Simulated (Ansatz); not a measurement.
# BCCD(T)/def2-SVP run of AlGeH4Cl (SMILES [Cl][AlH][GeH3])

What is the vertical singlet–triplet gap of AlGeH4Cl at BCCD(T)/def2-SVP? 

Program for the calculation: Ansatz 0.2.0.

68 further runs of the same task are left out: 68 set aside as unsound or not needed.

## (1) Starting point

The species is AlGeH4Cl (7 atoms), meant as a singlet with charge 0. SMILES: `[Cl][AlH][GeH3]`. Geometry: relaxed at PBE0-D4/def2-TZVP.

Bond lengths: Cl1–Al2 2.102 Å, Al2–Ge3 2.467 Å, Al2–H4 1.580 Å, Ge3–H5 1.540 Å, Ge3–H6 1.540 Å, Ge3–H7 1.540 Å. Angles: Cl1–Al2–Ge3 116.8°, Cl1–Al2–H4 116.5°, Ge3–Al2–H4 126.7°, Al2–Ge3–H5 111.0°, Al2–Ge3–H6 111.0°, Al2–Ge3–H7 112.3°, H5–Ge3–H6 107.2°, H5–Ge3–H7 107.6°, H6–Ge3–H7 107.6°.

## (2) A single-point energy at BCCD(T)/def2-SVP

Contents of in.yaml:

```yaml
crystal:
  periodic: [false, false, false]
  atoms:
    - {symbol: Cl, position_ang: [-2.499300, -1.527200, -0.126900]}
    - {symbol: Al, position_ang: [-0.425400, -1.314700, 0.144500]}
    - {symbol: Ge, position_ang: [0.501100, 0.959800, -0.093300]}
    - {symbol: H, position_ang: [0.379500, -2.632000, 0.480000]}
    - {symbol: H, position_ang: [0.225700, 1.522500, -1.499900]}
    - {symbol: H, position_ang: [-0.144000, 1.926400, 0.916800]}
    - {symbol: H, position_ang: [2.023700, 0.997300, 0.133100]}
basis:
  gaussian: {orbitals: def2-SVP}
magnetization: {spin_polarized: false}
correlation: {method: bccd_t, frozen_orbitals: {Al: 5, Cl: 5, Ge: 9, H: 0}}
accuracy: high
scf: {omitted_lower_state_checks: [cluster_reference, increment]}
```

Run with:

```sh
$ ansatz run in.yaml --threads 1 --pin off --max-ram 3480MiB --events-out events.jsonl --progress --plain --runs-dir runs
```

What it wrote, shortened:

```text
Warning: RAYON_NUM_THREADS=1 ignored (pool sized by the plan → 1); use --threads N
Functional definition: HF
  name "HF"
[...]
1769 factors; integrals over basis functions are off by at most 6.4e-9 eV
[...]
mean field -75612.12617957 eV, -2778.6943853595 hartree, gradient 9.0e-8 eV, S^2 0.000000; 0 other end points of the search recorded, 0 dependent functions left out
19 core orbitals not correlated: weight in the atoms' cores, before any rotation towards them, 1.000 or more for the frozen orbitals, at most 0.000 for the correlated occupied ones
reference -75612.12617957 eV, -2778.6943853595 hartree; 14, 14 occupied and 55, 55 virtual orbitals, 1769 factors
second order -11.69528906 eV of doubles, -0.00000000 eV of singles
cycle   1  -12.17341694 eV  change   -4.8e-1 eV  update   8.6e-2
[...]
cycle  20  -12.62837907 eV  change   8.1e-10 eV  update  7.0e-10
perturbative correction -0.34552252 eV, -0.0126977185 hartree
Total energy: -75625.10008117 eV, -2779.1711674491 hartree
Checks for a lower state left out: cluster_reference, increment
```

Wall time 14 s (1 thread of Intel Xeon 6975P-C (Granite Rapids), shared host); peak memory 0.53 GiB.

## (3) The triplet

Contents of run.yaml:

```yaml
crystal:
  periodic: [false, false, false]
  atoms:
    - {symbol: Cl, position_ang: [-2.499300, -1.527200, -0.126900]}
    - {symbol: Al, position_ang: [-0.425400, -1.314700, 0.144500]}
    - {symbol: Ge, position_ang: [0.501100, 0.959800, -0.093300]}
    - {symbol: H, position_ang: [0.379500, -2.632000, 0.480000]}
    - {symbol: H, position_ang: [0.225700, 1.522500, -1.499900]}
    - {symbol: H, position_ang: [-0.144000, 1.926400, 0.916800]}
    - {symbol: H, position_ang: [2.023700, 0.997300, 0.133100]}
basis:
  gaussian:
    orbitals: def2-SVP
magnetization:
  spin_polarized: true
  initial_magnetization: 2
correlation:
  method: bccd_t
  frozen_orbitals: {Al: 5, Cl: 5, Ge: 9, H: 0}
accuracy: high
scf:
  omitted_lower_state_checks: [cluster_reference, increment]
```

Run with:

```sh
$ ansatz run run.yaml --threads 1 --pin off --max-ram 3480MiB --events-out events.jsonl --progress --plain --runs-dir runs
```

What it wrote, shortened:

```text
Warning: RAYON_NUM_THREADS=1 ignored (pool sized by the plan → 1); use --threads N
[... 2 set-up lines as earlier in the session ...]
[...]
1767 factors; integrals over basis functions are off by at most 6.4e-9 eV
[...]
mean field -75607.97471943 eV, -2778.5418220130 hartree, gradient 2.4e-8 eV, S^2 2.007157; 1 other end points of the search recorded, 0 dependent functions left out
19 core orbitals not correlated: weight in the atoms' cores, before any rotation towards them, 1.000 or more for the frozen orbitals, at most 0.000 for the correlated occupied ones
reference -75607.97471943 eV, -2778.5418220130 hartree; 15, 13 occupied and 54, 56 virtual orbitals, 1767 factors
second order -11.38828236 eV of doubles, -0.00000000 eV of singles
cycle   1  -11.89531316 eV  change   -5.1e-1 eV  update   9.6e-2
[...]
cycle  30  -12.41791205 eV  change   -1.1e-9 eV  update   1.3e-9
perturbative correction -0.38049942 eV, -0.0139830958 hartree
Total energy: -75620.77313089 eV, -2779.0121549593 hartree
Checks for a lower state left out: cluster_reference, increment
```

Wall time 54 s (1 thread of Intel Xeon 6975P-C (Granite Rapids), shared host); peak memory 1 GiB.

## (4) Outcome

At BCCD(T)/def2-SVP, 19 core orbitals frozen:

| quantity | value |
| --- | --- |
| singlet: total energy | -2779.17117 Eh |
| singlet: correlation energy (19 core orbitals frozen) | -476.8 mEh |
| singlet: (T) correction | -12.70 mEh |
| triplet: total energy | -2779.01215 Eh |
| triplet: correlation energy (19 core orbitals frozen) | -470.3 mEh |
| triplet: (T) correction | -13.98 mEh |
| triplet: ⟨S²⟩ of the reference determinant | 2.007 |
| vertical energy of the triplet above the singlet | 4.327 eV |

At this shape the triplet lies 4.33 eV (100 kcal/mol) above the singlet. The triples (singlet) make up 2.7 % of the correlation energy. The triples (triplet) make up 3.0 % of the correlation energy.
